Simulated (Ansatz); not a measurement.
# La3NiSi3 (Imm2): the equilibrium volume, part 2 of 2

At what volume is La3NiSi3 (Imm2) free of pressure?

Ansatz 0.2.0; DFT PBEsol, scalar-relativistic, plane waves, PAW. The steps go on from the part before.

### 3 Relaxing cell and atoms

Contents of input.yaml:

```yaml
crystal:
  lattice:
    - [-2.04896759, 2.20108429, 9.16004497]
    - [2.04896759, -2.20108429, 9.16004497]
    - [2.04896759, 2.20108429, -9.16004497]
  atoms:
    - { symbol: La, position: [0.816193, 0.316193, 0.5] }
    - { symbol: La, position: [0.18122, 0.68122, 0.5] }
    - { symbol: La, position: [0.000811, 0.000811, 0.0] }
    - { symbol: Ni, position: [0.56551, 0.56551, 0.0] }
    - { symbol: Si, position: [0.632879, 0.132879, 0.5] }
    - { symbol: Si, position: [0.363018, 0.863018, 0.5] }
    - { symbol: Si, position: [0.440368, 0.440368, 0.0] }
basis:
  ecutwfc: 420
kpoints:
  mp_grid: { grid: [10, 10, 10] }
hamiltonian:
  xc: pbesol
scf:
  occupations: { method: gaussian, width: 0.05 }
output:
  forces: true
  stress: true
  eigenvalues: true
  write_density: true
  write_potential: true
  elf: true
  volumetric_format: npy
relax:
  adjacent_minimum: "off"
  f_tol: 0.005
  max_steps: 80
  cell: { stress_tol: 0.05 }
```

Command:

```bash
$ ansatz run input.yaml --threads 8 --pin off --max-ram 14336MiB --backend cpu --events-out ev --progress --plain --runs-dir out
```

Output:

```text
Warning: RAYON_NUM_THREADS=8 ignored (pool sized by the plan → 8); use --threads N
basis.fft_grid_basis auto: the FFT boxes are laid along the combinations [[1, -1, 0], [0, 1, 0], [0, 1, 1]] of the cell's own vectors, 6.014, 9.641 and 4.098 Å long. The dense box has 45×72×30 points. Along the cell's own vectors, as sized, it would have 72×72×72, 3.84 times as many. Of the 4 symmetry operations that the crystal satisfies within crystal.symmetry.tolerance (time reversal apart; of a slab, those that keep its plane) the dense box along the cell's own vectors carries 4, and the one as laid loses 3 of those. basis.fft_grid_basis: typed keeps the cell's own vectors: state it where this run's energies or levels are differenced outside the engine with another run's, or held beside a run that keeps those vectors. Those combinations have planes normal to reciprocal vector 3, as the cell's own vectors have. Each planar average written beside output.write_density, output.write_potential has a row for each plane of the box: 30. The volumetric files lie along those combinations, not along the cell's own vectors: a cube or XSF file states them, and fields.json those of NumPy files.
Engine: ansatz 0.2.0, aarch64-unknown-linux-gnu
Pseudopotentials: kind: paw
Pseudopotential: La, paw, valence charge 11, recommended cutoff 420 eV (normal), La.paw.azcp
Pseudopotential: Ni, paw, valence charge 18, recommended cutoff 420 eV (normal), Ni.paw.azcp
Pseudopotential: Si, paw, valence charge 4, recommended cutoff 420 eV (normal), Si.paw.azcp
Functional definition: PBEsol
  exchange = pbesol_x
  correlation = pbesol_c
Crystal: 7 atoms, lattice volume = 165.245 Å³
Basis set: ecut = 420 eV, 3239 PW (Γ), FFT grids on a1−a2, a2, a2+a3, exchange–correlation on 90×144×60 points (8 copies of the dense FFT grid, shifted against one another)
Bands: 39, of which v1, the nominal top of the filled ones, is band 32 counted from 1 (31 counted from 0)
Symmetry: 4 space group operations
Space group: Imm2 (ITA 44), of the structure as read, at distance tolerance 5.5e-5 Å
k-points: 171 of 1000 (time reversal used)
Non-local potential: La, projectors of the file, l = 0: 3, l = 1: 2, l = 2: 2, l = 3: 3
Non-local potential: Ni, projectors of the file, l = 0: 3, l = 1: 2, l = 2: 3, l = 3: 1
Non-local potential: Si, projectors of the file, l = 0: 2, l = 1: 2, l = 2: 2
PAW form: soft (Blöchl's): semilocal exchange-correlation on the pseudo side does not see the compensation charge
PAW frozen core: La, regenerated for the run's functional, and the local potential with it (the file was generated under x = pbe(κ = 0.804, μ = 0.2195149727645171), c = pbe(β = 0.06672455060314922))
PAW frozen core: Ni, regenerated for the run's functional, and the local potential with it (the file was generated under x = pbe(κ = 0.804, μ = 0.2195149727645171), c = pbe(β = 0.06672455060314922))
PAW frozen core: Si, regenerated for the run's functional, and the local potential with it (the file was generated under x = pbe(κ = 0.804, μ = 0.2195149727645171), c = pbe(β = 0.06672455060314922))
PAW one-centre angular grid: La, 590 points (default); XC on 64 Gauss nodes
PAW one-centre angular grid: Ni, 590 points (default); XC on 64 Gauss nodes
PAW one-centre angular grid: Si, 110 points (default); XC on 64 Gauss nodes
Initial density: superposition of atomic densities (neutral atoms: chi_scale 0, normalization atom), corrected by the library's trained network
Initial wavefunctions: pseudopotential atomic-orbital guess
Functional: x = pbesol(κ = 0.804, μ = 0.12345679012345678), c = pbesol(β = 0.046)
SCF iter   1: F=—  HF=-26158.478039 eV  |F-HF|=—  |Δ(HF+E_count)|=         —  Δρ=5.39e-3  dr2=2.57e-1  ethr=1.77e-3  ⟨swp⟩=6.9  Hψ=31094  notcnv=0
preconditioner: auto → Kerker (q_TF=auto, 2.323 Å⁻¹)  [metal: Δε(μ)=0.002 eV  Ē_g=8.969 eV  σ=0.050 eV  W_gap=0.03  n_scr=42 (ndim 8)  ℏωp=20.2 eV  f_vac=0.000  D(μ)=6.64/eV (n_scr^D=50)]
SCF iter   2: F=—  HF=-26158.461723 eV  |F-HF|=—  |Δ(HF+E_count)|=   1.63e-2  Δρ=2.77e-3  dr2=1.04e-1  ethr=4.07e-4  ⟨swp⟩=3.0  Hψ=13357  notcnv=0  defer=345
SCF iter   3: F=—  HF=-26158.451545 eV  |F-HF|=—  |Δ(HF+E_count)|=   1.02e-2  Δρ=9.22e-4  dr2=5.48e-3  ethr=1.65e-4  ⟨swp⟩=3.5  Hψ=9293  notcnv=0  defer=345
SCF iter   4: F=—  HF=-26158.451051 eV  |F-HF|=—  |Δ(HF+E_count)|=   4.94e-4  Δρ=3.57e-4  dr2=6.64e-4  ethr=8.70e-6  ⟨swp⟩=2.2  Hψ=9377  notcnv=0  defer=345
SCF iter   5: F=—  HF=-26158.450984 eV  |F-HF|=—  |Δ(HF+E_count)|=   6.63e-5  Δρ=4.80e-4  dr2=2.64e-4  ethr=1.05e-6  ⟨swp⟩=2.0  Hψ=11099  notcnv=0  defer=345
SCF iter   6: F=—  HF=-26158.450960 eV  |F-HF|=—  |Δ(HF+E_count)|=   2.42e-5  Δρ=5.25e-5  dr2=7.11e-6  ethr=4.19e-7  ⟨swp⟩=2.0  Hψ=8135  notcnv=0  defer=345
SCF iter   7: F=—  HF=-26158.451035 eV  |F-HF|=—  |Δ(HF+E_count)|=   7.48e-5  Δρ=1.58e-5  dr2=8.61e-7  ethr=1.13e-8  ⟨swp⟩=2.2  Hψ=11701  notcnv=0  defer=345
SCF iter   8: F=-26158.451035 eV  HF=-26158.451035 eV  |F-HF|=3.04e-8  |Δ(HF+E_count)|=   8.04e-8  Δρ=3.49e-6  dr2=4.19e-8  ethr=1.59e-10  ⟨swp⟩=20.0  Hψ=60490  notcnv=0
SCF 1 converged in 8 iterations: F = -26158.451035 eV  dr2 = 4.19e-8
relax step   1: F+E_penalty+E_count = -26158.45103488 eV  Δ(F+E_penalty+E_count) = +0.000e0 eV  max|allowed force component| = 3.922e-1 eV/Å  Δτ_max = 0.0000 Å  P = -3.351 GPa  Ω = 165.245 Å³  (8 SCF iters, dr2 threshold 1.00e-7 eV, accepted)
Crystal: 7 atoms, lattice volume = 154.500 Å³
Basis set: ecut = 420 eV, 2995 PW (Γ), FFT grids on a1−a2, a2, a2+a3, exchange–correlation on 90×144×60 points (8 copies of the dense FFT grid, shifted against one another)
Initial density: handed on by an earlier stage of this run
Initial wavefunctions: those handed on with the density
iter 1 solved again at ethr=1.38e-3 eV; its pass at ethr=3.10e-3 eV (dr2=8.69e-1 eV) is discarded
SCF iter   1: F=—  HF=-26158.568335 eV  |F-HF|=—  |Δ(HF+E_count)|=         —  Δρ=1.82e-2  dr2=8.76e-1  ethr=1.38e-3  ⟨swp⟩=1.0  Hψ=48885  notcnv=0
preconditioner: auto → Kerker (q_TF=auto, 2.349 Å⁻¹)  [metal: Δε(μ)=0.003 eV  Ē_g=9.027 eV  σ=0.050 eV  W_gap=0.03  n_scr=42 (ndim 8)  ℏωp=20.9 eV  f_vac=0.000  D(μ)=5.38/eV (n_scr^D=42)]
SCF iter   2: F=—  HF=-26158.521311 eV  |F-HF|=—  |Δ(HF+E_count)|=   4.70e-2  Δρ=3.97e-3  dr2=1.37e-1  ethr=1.38e-3  ⟨swp⟩=3.3  Hψ=8150  notcnv=0  defer=3
SCF iter   3: F=—  HF=-26158.510692 eV  |F-HF|=—  |Δ(HF+E_count)|=   1.06e-2  Δρ=2.22e-3  dr2=1.65e-2  ethr=2.17e-4  ⟨swp⟩=4.1  Hψ=9908  notcnv=0  defer=26
SCF iter   4: F=—  HF=-26158.509829 eV  |F-HF|=—  |Δ(HF+E_count)|=   8.62e-4  Δρ=8.69e-4  dr2=1.55e-3  ethr=2.62e-5  ⟨swp⟩=2.0  Hψ=9903  notcnv=0  defer=56
SCF iter   5: F=—  HF=-26158.509737 eV  |F-HF|=—  |Δ(HF+E_count)|=   9.25e-5  Δρ=1.14e-4  dr2=9.89e-5  ethr=2.46e-6  ⟨swp⟩=1.7  Hψ=7462  notcnv=0  defer=57
SCF iter   6: F=—  HF=-26158.509801 eV  |F-HF|=—  |Δ(HF+E_count)|=   6.46e-5  Δρ=2.91e-5  dr2=1.52e-6  ethr=1.57e-7  ⟨swp⟩=2.0  Hψ=11411  notcnv=0  defer=57
SCF iter   7: F=-26158.509801 eV  HF=-26158.509801 eV  |F-HF|=2.31e-7  |Δ(HF+E_count)|=   5.55e-7  Δρ=1.22e-5  dr2=3.50e-7  ethr=1.11e-9  ⟨swp⟩=17.4  Hψ=76905  notcnv=0
SCF 2 converged in 7 iterations: F = -26158.509801 eV  dr2 = 3.50e-7
relax step   2: F+E_penalty+E_count = -26158.50980062 eV  Δ(F+E_penalty+E_count) = -5.877e-2 eV  max|allowed force component| = 3.453e-1 eV/Å  Δτ_max = 0.0672 Å  P = +1.625 GPa  Ω = 154.500 Å³  energy of the carried Pulay correction = +1.030e-3 eV  (7 SCF iters, dr2 threshold 7.00e-7 eV, accepted)
Crystal: 7 atoms, lattice volume = 158.195 Å³
Basis set: ecut = 420 eV, 3067 PW (Γ), FFT grids on a1−a2, a2, a2+a3, exchange–correlation on 90×144×60 points (8 copies of the dense FFT grid, shifted against one another)
iter 1 solved again at ethr=2.71e-4 eV; its pass at ethr=3.10e-3 eV (dr2=1.71e-1 eV) is discarded
SCF iter   1: F=—  HF=-26158.561449 eV  |F-HF|=—  |Δ(HF+E_count)|=         —  Δρ=5.71e-3  dr2=1.75e-1  ethr=2.71e-4  ⟨swp⟩=1.2  Hψ=40868  notcnv=0
preconditioner: auto → Kerker (q_TF=auto, 2.340 Å⁻¹)  [metal: Δε(μ)=0.009 eV  Ē_g=9.051 eV  σ=0.050 eV  W_gap=0.10  n_scr=42 (ndim 8)  ℏωp=20.7 eV  f_vac=0.000  D(μ)=5.21/eV (n_scr^D=42)]
SCF iter   2: F=—  HF=-26158.551557 eV  |F-HF|=—  |Δ(HF+E_count)|=   9.89e-3  Δρ=1.47e-3  dr2=3.79e-2  ethr=2.71e-4  ⟨swp⟩=3.9  Hψ=8704  notcnv=0  defer=2
SCF iter   3: F=—  HF=-26158.548535 eV  |F-HF|=—  |Δ(HF+E_count)|=   3.02e-3  Δρ=1.12e-3  dr2=3.18e-3  ethr=6.02e-5  ⟨swp⟩=2.6  Hψ=9754  notcnv=0  defer=12
SCF iter   4: F=—  HF=-26158.548287 eV  |F-HF|=—  |Δ(HF+E_count)|=   2.48e-4  Δρ=4.48e-4  dr2=5.68e-4  ethr=5.04e-6  ⟨swp⟩=2.1  Hψ=10864  notcnv=0  defer=11
SCF iter   5: F=—  HF=-26158.548322 eV  |F-HF|=—  |Δ(HF+E_count)|=   3.48e-5  Δρ=6.18e-5  dr2=3.64e-5  ethr=9.01e-7  ⟨swp⟩=1.2  Hψ=6672  notcnv=0  defer=13
SCF iter   6: F=—  HF=-26158.548318 eV  |F-HF|=—  |Δ(HF+E_count)|=   4.02e-6  Δρ=1.72e-5  dr2=1.42e-6  ethr=5.77e-8  ⟨swp⟩=2.1  Hψ=11893  notcnv=0  defer=13
SCF iter   7: F=-26158.548317 eV  HF=-26158.548317 eV  |F-HF|=9.74e-8  |Δ(HF+E_count)|=   2.30e-7  Δρ=4.03e-6  dr2=1.14e-7  ethr=1.11e-9  ⟨swp⟩=15.4  Hψ=64029  notcnv=0
SCF 3 converged in 7 iterations: F = -26158.548317 eV  dr2 = 1.14e-7
  Residual-converged pass: ⟨swp⟩=1.0  Hψ=7357  notcnv=0  max |occ|·‖R‖ = 7.0e-9 eV (tolerance 1.0e-8 eV)  dr2=1.14e-7  dr2_onsite=4.28e-8  max |Δocc| = 1.8e-10
relax step   3: F+E_penalty+E_count = -26158.54831737 eV  Δ(F+E_penalty+E_count) = -3.852e-2 eV  max|allowed force component| = 1.496e-1 eV/Å  Δτ_max = 0.0337 Å  P = -0.199 GPa  Ω = 158.195 Å³  energy of the carried Pulay correction = +6.684e-4 eV  (7 SCF iters, dr2 threshold 7.00e-7 eV, accepted)
[... 11 lines left out ...]
relax step   4: F+E_penalty+E_count = -26158.55227590 eV  Δ(F+E_penalty+E_count) = -3.959e-3 eV  max|allowed force component| = 2.517e-2 eV/Å  Δτ_max = 0.0219 Å  P = -0.052 GPa  Ω = 157.884 Å³  energy of the carried Pulay correction = +6.985e-4 eV  (6 SCF iters, dr2 threshold 7.00e-7 eV, accepted)
[... 12 lines left out ...]
relax step   5: F+E_penalty+E_count = -26158.55217377 eV  Δ(F+E_penalty+E_count) = +1.021e-4 eV  max|allowed force component| = 3.414e-2 eV/Å  Δτ_max = 0.0082 Å  P = +0.120 GPa  Ω = 157.662 Å³  energy of the carried Pulay correction = +7.201e-4 eV  (6 SCF iters, dr2 threshold 4.52e-8 eV, rejected (line search))
[... 13 lines left out ...]
relax step   6: F+E_penalty+E_count = -26158.55245566 eV  Δ(F+E_penalty+E_count) = -1.798e-4 eV  max|allowed force component| = 1.392e-3 eV/Å  Δτ_max = 0.0045 Å  P = -0.000 GPa  Ω = 157.852 Å³  energy of the carried Pulay correction = +7.016e-4 eV  (9 SCF iters, accepted)
Basis set: ecut = 420 eV, 3067 PW (Γ), FFT grids on a1−a2, a2, a2+a3, exchange–correlation on 80×128×60 points (8 copies of the dense FFT grid, shifted against one another)
Initial wavefunctions: pseudopotential atomic-orbital guess (no wavefunctions were taken with the density)
iter 1 solved again at ethr=6.51e-6 eV; its pass at ethr=3.10e-3 eV (dr2=4.10e-3 eV) is discarded
SCF iter   1: F=—  HF=-26158.551760 eV  |F-HF|=—  |Δ(HF+E_count)|=         —  Δρ=2.51e-5  dr2=1.60e-7  ethr=6.51e-6  ⟨swp⟩=2.8  Hψ=43640  notcnv=0
eigensolver tolerance schedule: the retry pair's looser diagonalisation over-reported the residual by 25691.80 of it (diagonalisation noise at an unbounded share of the residual, at the tolerance the schedule requests for it); recorded, not acted on — ethr = c·dr2/N_el stays at c = 1.0e-1
preconditioner: auto → Kerker (q_TF=auto, 2.341 Å⁻¹)  [metal: Δε(μ)=0.002 eV  Ē_g=9.040 eV  σ=0.050 eV  W_gap=0.02  n_scr=42 (ndim 8)  ℏωp=20.7 eV  f_vac=0.000  D(μ)=5.46/eV (n_scr^D=42)]
SCF iter   2: F=—  HF=-26158.551839 eV  |F-HF|=—  |Δ(HF+E_count)|=   7.85e-5  Δρ=1.36e-5  dr2=1.42e-7  ethr=2.53e-10  ⟨swp⟩=4.0  Hψ=19151  notcnv=0
SCF iter   3: F=—  HF=-26158.551839 eV  |F-HF|=—  |Δ(HF+E_count)|=   6.18e-8  Δρ=5.69e-6  dr2=1.60e-8  ethr=2.26e-10  ⟨swp⟩=1.1  Hψ=6792  notcnv=0
SCF iter   4: F=—  HF=-26158.551839 eV  |F-HF|=—  |Δ(HF+E_count)|=   1.70e-8  Δρ=9.62e-7  dr2=4.91e-10  ethr=2.53e-11  ⟨swp⟩=2.0  Hψ=10084  notcnv=0
iter 5 did not close the SCF: its close was put off for the readings that it lacked (scf_convergence_deferred on its scf_iter line)
SCF iter   5: F=-26158.551839 eV  HF=-26158.551839 eV  |F-HF|=6.91e-11  |Δ(HF+E_count)|=  4.11e-10  Δρ=1.86e-7  dr2=6.37e-11  ethr=1.00e-12  ⟨swp⟩=2.4  Hψ=11363  notcnv=0
SCF iter   6: F=-26158.551839 eV  HF=-26158.551839 eV  |F-HF|=3.64e-12  |Δ(HF+E_count)|=  2.55e-11  Δρ=1.15e-7  dr2=1.83e-11  ethr=1.00e-12  ⟨swp⟩=7.8  Hψ=38637  notcnv=0
SCF 7 converged in 6 iterations: F = -26158.551839 eV  dr2 = 1.83e-11
relax step   7: F+E_penalty+E_count = -26158.55183894 eV  Δ(F+E_penalty+E_count) = +6.167e-4 eV  max|allowed force component| = 1.378e-3 eV/Å  Δτ_max = 0.0000 Å  P = -0.003 GPa  Ω = 157.852 Å³  stress off target by 9.85e-3 GPa  SCF on the basis re-selected at this cell (its energy is not comparable with the rows above)  (6 SCF iters)
basis re-selected at this cell: Δ(F+E_penalty+E_count) = +6.167e-4 eV, ΔP = -0.003 GPa vs the last step (what re-selecting the basis moved, of the pressure what is left beyond the Pulay correction that the steps carried, after the strain that the cell walked since its last selection, with what the two solves' SCF thresholds leave and, on support functions, any second-order correction that the steps lacked; it is no measure of the basis error at this ecutwfc). The dense FFT grid was sized anew with the basis: this SCF ran on 40×64×30 points, the steps before it on 45×72×30, so part of this shift can come from that change (see relax.cell in the input reference). This SCF's stress stands 9.85e-3 GPa from its target on what of the cell is left free (relax.cell.stress_tol is 5.00e-2 GPa) and its largest allowed force component is 1.38e-3 eV/Å (relax.f_tol is 5.00e-3 eV/Å): within both
SCF converged after 6 iterations
Free energy (F): -26158.551839 eV
Harris-Foulkes:  -26158.551839 eV  (|F-HF|=3.64e-12)
Internal energy: -26158.545018 eV  (E = F + TS)
E sigma→0 (E₀):  -26158.548429 eV
Entropy (-TS):   -0.006821 eV (-0.974 meV/atom)
Fermi energy:    11.514579 eV
--- Per-component energies (eV) ---
  E_band       = -433.538849
  E_kinetic    = 988.259998
  E_local      = -7048.115015  (includes V_loc(G=0)·N_el)
  E_nonlocal   = 1004.385087
  E_hartree    = 3023.010978
  E_xc         = -667.756847
  E_vxc        = -696.998330  (∫ρ·V_xc dr)
  E_paw        = -19078.223465  (= ΣΔE_a)
  E_vpaw       = -727.093382  (= ΣTr[D̂ρ^β])
  E_aug_tail   = 0.000501  (compensation charges beyond the density's cutoff)
  E_ewald      = -4380.906756
  E_core_change = 0.800499  (= ΣΔE_core)
  E_smearing   = -0.006821  (= −TS)
  E_closure    = 0.000000  (closes the sum)
  Σ components = -26158.551839   (vs F -26158.551839, Δ=0.00e0)
--- Forces (eV/Å), atoms counted from 1 ---
  atom   1  La     0.00000000     0.00000000     0.00040049
  atom   2  La     0.00000000     0.00000000     0.00108382
  atom   3  La     0.00000000     0.00000000     0.00137790
  atom   4  Ni     0.00000000     0.00000000    -0.00037682
  atom   5  Si     0.00000000     0.00000000    -0.00075148
  atom   6  Si     0.00000000     0.00000000    -0.00060737
  atom   7  Si     0.00000000     0.00000000    -0.00112615
  max |Σ_I F_I| component: 3.95e-7 eV/Å
--- Stress (GPa, compression-positive) ---
        0.003855       0.000000       0.000000
        0.000000      -0.004257       0.000000
        0.000000       0.000000      -0.009854
  P = ⅓ Tr σ = -0.0034 GPa (-0.034 kbar)
--- Band table (eV; the first three rows and the last of 171) ---
  k-point 0: bands = ["-91.2339", "-51.8708", "-51.7494", "-51.7261", "-20.8872", "-20.6404", "-20.5742", "-4.8839", "-4.7956", "-4.6869", "-4.5159", "-4.3519", "-4.2433", "-4.2231", "-4.1039", "-4.0725", "1.8021", "3.8970", "5.5489", "8.2781", "8.6726", "8.8372", "9.1475", "9.2698", "9.3931", "9.6568", "9.8410", "10.2474", "11.0272", "11.1482", "11.1966", "11.7969", "11.9508", "12.6777", "12.9018", "12.9998", "13.1422", "13.4292", "13.4917"]
  k-point 1: bands = ["-91.2339", "-51.8708", "-51.7494", "-51.7261", "-20.8803", "-20.6379", "-20.5708", "-4.8978", "-4.8356", "-4.6855", "-4.5015", "-4.3912", "-4.2704", "-4.2506", "-4.1307", "-4.1113", "1.9791", "4.0069", "5.6857", "8.1456", "8.6171", "8.7298", "9.0593", "9.1452", "9.3635", "9.6559", "9.7322", "10.5697", "10.7819", "11.2660", "11.3771", "11.6199", "11.9353", "12.1774", "12.6446", "12.9825", "13.1395", "13.4050", "13.5209"]
  k-point 2: bands = ["-91.2339", "-51.8708", "-51.7495", "-51.7261", "-20.8632", "-20.6304", "-20.5619", "-4.9211", "-4.8778", "-4.7636", "-4.5183", "-4.4362", "-4.3395", "-4.3028", "-4.2368", "-4.1494", "2.3930", "4.2663", "5.7161", "7.7753", "8.5558", "8.7650", "8.9368", "9.0594", "9.2366", "9.6005", "9.6915", "10.5456", "10.6746", "10.9856", "11.2903", "11.3512", "11.6149", "12.1530", "12.8786", "13.1564", "13.3033", "13.4626", "13.5485"]
  k-point 170: bands = ["-91.2339", "-51.8708", "-51.7494", "-51.7261", "-20.8856", "-20.6481", "-20.5681", "-5.0351", "-4.6943", "-4.5296", "-4.4731", "-4.3077", "-4.2869", "-4.2600", "-4.1883", "-4.1140", "1.9064", "3.7070", "5.5924", "8.3669", "8.7936", "8.9739", "9.1503", "9.2816", "9.4679", "9.6571", "9.8277", "10.1027", "10.8387", "11.0335", "11.1249", "11.7339", "12.0919", "12.5701", "12.9574", "13.1190", "13.1477", "13.2075", "13.3037"]
--- Relaxed structure (6 steps of the walk, 5 accepted, 1 SCFs on fresh bases) ---
  F+E_penalty+E_count = -26158.55183894 eV   max|allowed force component| = 1.378e-3 eV/Å   (the final SCF, on the basis selected at the relaxed cell)
  cell:  # Å, volume = 157.8522 Å³
    - [-2.0198415233591716, 2.1648732010955793, 9.024871194106419]
    - [2.0198415233591716, -2.1648732010955793, 9.024871194106419]
    - [2.0198415233591716, 2.1648732010955793, -9.024871194106419]
  atoms:
    - { symbol: La, position: [0.813466654137105, 0.31346665413710495, 0.5] }
    - { symbol: La, position: [0.1808567292209977, 0.6808567292209977, 0.5] }
    - { symbol: La, position: [0.0004721891171486507, 0.0004721891171486507, 0.0] }
    - { symbol: Ni, position: [0.5679582201024501, 0.5679582201024501, 0.0] }
    - { symbol: Si, position: [0.6310919053808504, 0.13109190538085036, 0.5] }
    - { symbol: Si, position: [0.36346860082063814, 0.8634686008206381, 0.5] }
    - { symbol: Si, position: [0.44268470122081005, 0.44268470122081005, 0.0] }
```

Wall time 2.5 min (8 threads of Arm Neoverse V2, shared host); peak memory 1.3 GiB.

How the relaxation went:

```
step  energy from step 1 (meV/atom)  largest force component (eV/Å)  pressure (GPa)  volume (Å³/atom)
   1                            0.0                           0.392           -3.35            23.606
   2                           -8.4                           0.345            1.63            22.071
   3                          -13.9                           0.150           -0.20            22.599
   4                          -14.5                           0.025           -0.05            22.555
   5                          -14.4                           0.034            0.12            22.523
   6                          -14.5                           0.001            0.00            22.550
   7                          -14.4                           0.001            0.00            22.550
```

Step 1 is the start. Step 5 was tried and not accepted. Step 7 repeats the geometry before it on a plane-wave basis chosen anew for the final cell, which shifts the energy by +0.1 meV/atom. The run keeps the 4 symmetry operations that it found, so it can't reach a distortion that breaks them.

In short: volume 22.550 Å³/atom, pressure 0.00 GPa, metallic.

### 4 The cell, before and after

The cell before and after:

| cell as typed | before | after | change |
| --- | --- | --- | --- |
| a (Å) | 9.641 | 9.498 | -1.5 % |
| b (Å) | 9.641 | 9.498 | -1.5 % |
| c (Å) | 9.641 | 9.498 | -1.5 % |
| α (°) | 155.46 | 155.44 | -0.02° |
| β (°) | 153.61 | 153.65 | +0.04° |
| γ (°) | 36.35 | 36.33 | -0.02° |
| volume (Å³/atom) | 23.606 | 22.550 | -4.5 % |
| shortest distance (Å) | 2.293 | 2.261 | -1.4 % |
| space group | Imm2 | Imm2 | same |

### 5 Summary of results

This closing draws on all 2 parts. Changes of volume or cell count from the first structure of part 1.

| quantity | value |
| --- | --- |
| volume | 22.550 Å³/atom |
| pressure | 0.00 GPa |
| conventional cell | a = 4.040 Å, b = 4.330 Å, c = 18.050 Å, α = 90.00°, β = 90.00°, γ = 90.00° |
| gap on the mesh | none (metal) |

From the first run shown, the volume went from 23.61 to 22.55 Å³/atom (-4.5 %) in 2 runs, where the pressure is zero within 0.01 GPa. Spin polarisation wasn't allowed in this run.
